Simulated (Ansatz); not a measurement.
**W: a slab and its surfaces, (100), 7 layers**

Aim: cut a slab of W (100), 7 layers from the relaxed bulk, relax it, and get surface energy and work function. The runs shown use LAPW. Companion runs by PAW are cited. Its runs: bulk in the slab's orientation (LAPW); the reference run (LAPW); at the positions relaxed by PAW (LAPW); vacuum of 13 Å (LAPW).

Method: DFT, PBE, all-electron LAPW, scalar-relativistic, in Ansatz 0.2.0.

**1. The starting structure**

It takes space group Im-3m (No. 229, cubic). Conventional cell: a = 3.183 Å, b = 3.183 Å, c = 3.183 Å, α = 90.00°, β = 90.00°, γ = 90.00°. Around W (site symmetry m-3m) lie 8 W at 2.76 Å.

Structure file:

```xyz
2
Lattice="3.1834 0.0000 0.0000 0.0000 3.1834 0.0000 0.0000 0.0000 3.1834" Properties=species:S:1:pos:R:3 pbc="T T T"
W     0.0000    0.0000    0.0000
W     1.5917    1.5917    1.5917
```

Atoms are numbered in the order of the input: W1, W2.

**2. Bulk in the slab's orientation, LAPW**

The input, input.yaml:

```yaml
crystal:
  lattice:
    - [3.1834185694, 0.0, 0.0]
    - [0.0, 3.1834185694, 0.0]
    - [0.0, 0.0, 3.1834185694]
  atoms:
    - { symbol: W, position: [0.0, 0.0, 0.0] }
    - { symbol: W, position: [0.5, 0.5, 0.5] }
kpoints:
  mp_grid: { grid: [11, 11, 11] }
scf:
  occupations: { method: fermi_dirac, width: 0.08 }
hamiltonian:
  xc: pbe
  pseudopotentials: { kind: all_electron, lapw: { basis_error: 0.001 } }
output:
  forces: true
  stress: true
  eigenvalues: true
```

Command:

```
$ ansatz run input.yaml --threads 3 --pin off --max-ram 8192MiB --backend cpu --events-out ev --progress --plain --runs-dir out
```

**4. Slab as cut, LAPW**

The input, input.yaml:

```yaml
crystal:
  lattice:
    - [3.1834185694, 0.0, 0.0]
    - [0.0, 3.1834185694, 0.0]
    - [0.0, 0.0, 25.5503]
  atoms:
    - { symbol: W, position: [0.0, 0.0, 0.3131087363] }
    - { symbol: W, position: [0.5, 0.5, 0.3754058242] }
    - { symbol: W, position: [0.0, 0.0, 0.4377029121] }
    - { symbol: W, position: [0.5, 0.5, 0.5] }
    - { symbol: W, position: [0.0, 0.0, 0.5622970879] }
    - { symbol: W, position: [0.5, 0.5, 0.6245941758] }
    - { symbol: W, position: [0.0, 0.0, 0.6868912637] }
kpoints:
  mp_grid: { grid: [11, 11, 1] }
scf:
  occupations: { method: fermi_dirac, width: 0.08 }
hamiltonian:
  xc: pbe
  pseudopotentials: { kind: all_electron, lapw: { basis_error: 0.001 } }
output:
  forces: true
  stress: true
  eigenvalues: true
  populations: true
  dos: { projected: true, de: 0.2, e_range: [-14, 8] }
efield:
  axis: 3
  amplitude: 0
  dipole_correction: true
```

**5. At the positions relaxed by PAW, LAPW**

The input, input.yaml:

```yaml
crystal:
  lattice:
    - [3.1834185694, 0.0, 0.0]
    - [0.0, 3.1834185694, 0.0]
    - [0.0, 0.0, 25.5503]
  atoms:
    - { symbol: W, position: [0.0, 0.0, 0.3192541729] }
    - { symbol: W, position: [0.5, 0.5, 0.3745819726] }
    - { symbol: W, position: [0.0, 0.0, 0.4382591146] }
    - { symbol: W, position: [0.5, 0.5, 0.4999999999] }
    - { symbol: W, position: [0.0, 0.0, 0.5617408847] }
    - { symbol: W, position: [0.5, 0.5, 0.6254180276] }
    - { symbol: W, position: [0.0, 0.0, 0.6807458277] }
kpoints:
  mp_grid: { grid: [11, 11, 1] }
scf:
  occupations: { method: fermi_dirac, width: 0.08 }
hamiltonian:
  xc: pbe
  pseudopotentials: { kind: all_electron, lapw: { basis_error: 0.001 } }
output:
  forces: true
  stress: true
  eigenvalues: true
efield:
  axis: 3
  amplitude: 0
  dipole_correction: true
```

**6. Vacuum of 13 Å, LAPW**

The input, input.yaml:

```yaml
crystal:
  lattice:
    - [3.1834185694, 0.0, 0.0]
    - [0.0, 3.1834185694, 0.0]
    - [0.0, 0.0, 22.2362]
  atoms:
    - { symbol: W, position: [0.0, 0.0, 0.2923156783] }
    - { symbol: W, position: [0.5, 0.5, 0.355889575] }
    - { symbol: W, position: [0.0, 0.0, 0.4290572062] }
    - { symbol: W, position: [0.5, 0.5, 0.4999999995] }
    - { symbol: W, position: [0.0, 0.0, 0.5709427924] }
    - { symbol: W, position: [0.5, 0.5, 0.6441104246] }
    - { symbol: W, position: [0.0, 0.0, 0.7076843217] }
kpoints:
  mp_grid: { grid: [11, 11, 1] }
scf:
  occupations: { method: fermi_dirac, width: 0.08 }
hamiltonian:
  xc: pbe
  pseudopotentials: { kind: all_electron, lapw: { basis_error: 0.001 } }
output:
  forces: true
  stress: true
  eigenvalues: true
efield:
  axis: 3
  amplitude: 0
  dipole_correction: true
```

(Steps that only read results are left out.)

Q: Predict the outcome of this session. Wanted: surface energy; work function; outer layer spacing; core-level shifts among the layers (for each run or level that gives them).

The runs gave:

| quantity | value |
| --- | --- |
| surface energy (LAPW, relaxed) | 3.96 J/m² |
| work function (LAPW, relaxed) | 4.10 eV |
| surface energy (PAW, relaxed) | 3.96 J/m² |
| work function (PAW, relaxed) | 4.10 eV |
| outer layer spacing (PAW) | 1.59 → 1.41 Å |
| core-level shifts among the layers (PAW holes) | W1 +0.00, W2 +0.41, W3 +0.51, W4 +0.41 eV |

In words: By LAPW the surface costs 4.23 J/m² as cut and 3.96 J/m² relaxed. Vacuum of 13 Å moves the work function by less than 0.01 eV (LAPW). The outermost spacing changes by -11.2 % (PAW). Vacuum of 13 Å moves the work function by less than 0.01 eV (PAW). Thickness wasn't converged, and no reconstruction was sought. Spin-orbit coupling is left out, though the cell holds W; in elements this heavy it can shift bands and gaps by tenths of an eV. The program warned that the vacuum holds more density than its bound, so energies and levels may be slightly off.
